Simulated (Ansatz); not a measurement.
Task: a supercell folding check of Sn3Te, space group Pm-3m, with Ansatz's Python interface. Give the script and its output. Use (first run): PBE, PAW, the default cutoff (420 eV here), 4×4×4 k-points, Fermi-Dirac smearing of 0.15 eV.

```
Sn Te
1.0
     4.86562    0.00000    0.00000
     0.00000    4.86562    0.00000
     0.00000    0.00000    4.86562
Sn Te
3 1
Direct
  0.50000 0.50000 0.00000
  0.50000 0.00000 0.50000
  0.00000 0.50000 0.50000
  0.00000 0.00000 0.00000
```

`run_fold.py`
```python
'''Band folding check for Sn3Te.'''

import ansatz as az

lattice = az.Lattice.of(
    (4.865622, 0.0, 0.0),
    (0.0, 4.865622, 0.0),
    (0.0, 0.0, 4.865622),
)
sites = [
    ('Sn', (0.5, 0.5, 0.0)),
    ('Sn', (0.5, 0.0, 0.5)),
    ('Sn', (0.0, 0.5, 0.5)),
    ('Te', (0.0, 0.0, 0.0)),
]
cell = az.Crystal(lattice=lattice)
for symbol, position in sites:
    cell = cell.atom(symbol, position)

# the mesh shrinks as the cell grows, so that all cells sample the same points
mesh = (4, 4, 4)
rows = []
for repeats in [(1, 1, 1), (1, 1, 2)]:
    calc = cell.supercell(*repeats).calculation()
    calc = calc.functional('pbe').occupations('fermi_dirac', width=0.15)
    calc = calc.kpoints(*(k // n for k, n in zip(mesh, repeats)))
    summary = calc.run(threads=1).report
    n = len(summary['lattice']['sites'])
    rows.append((repeats, n, summary['free_energy_ev'] / n, summary['fermi_energy_ev'], summary['n_kpoints'], summary['n_symmetry_ops']))
print('       repeats           atoms       F/atom eV  Fermi level eV        k-points  symmetry operations')
for row in rows:
    print(f'{str(row[0]):>14s}  {row[1]:14d}  {row[2]:14.5f}  {row[3]:14.4f}  {row[4]:14d}  {row[5]:19d}')
```

```console
$ python run_fold.py
DeckWarning: basis.ecutwfc = 420 eV, auto-derived from the records' recommended cutoffs: set by Sn (normal level)
       repeats           atoms       F/atom eV  Fermi level eV        k-points  symmetry operations
     (1, 1, 1)               4     -6263.08345         10.5093              10                   48
     (1, 1, 2)               8     -6263.08345         10.5093              12                   32
```
(Warnings from the package without file and line.)

Absolute energies stand on the zero of these potentials, so only differences at equal settings mean something. For a metal this k-point mesh is coarse: on a finer one energies can move by several to tens of meV an atom and pressures by half a GPa or more, differences at one mesh by less. A Fermi-Dirac width this large means warm electrons, whose thermal share enters the free energy. The structure comes from a database of computed cells and needn't be a stable or known phase. The count of operations in a supercell holds its pure translations too, and an uneven repeat can lower the point group. Run time: 8.7 s on 1 thread of Arm Neoverse V2 (shared host), peak memory 0.56 GiB.

(Lines on the test bed's own set-up are left out of the output.)
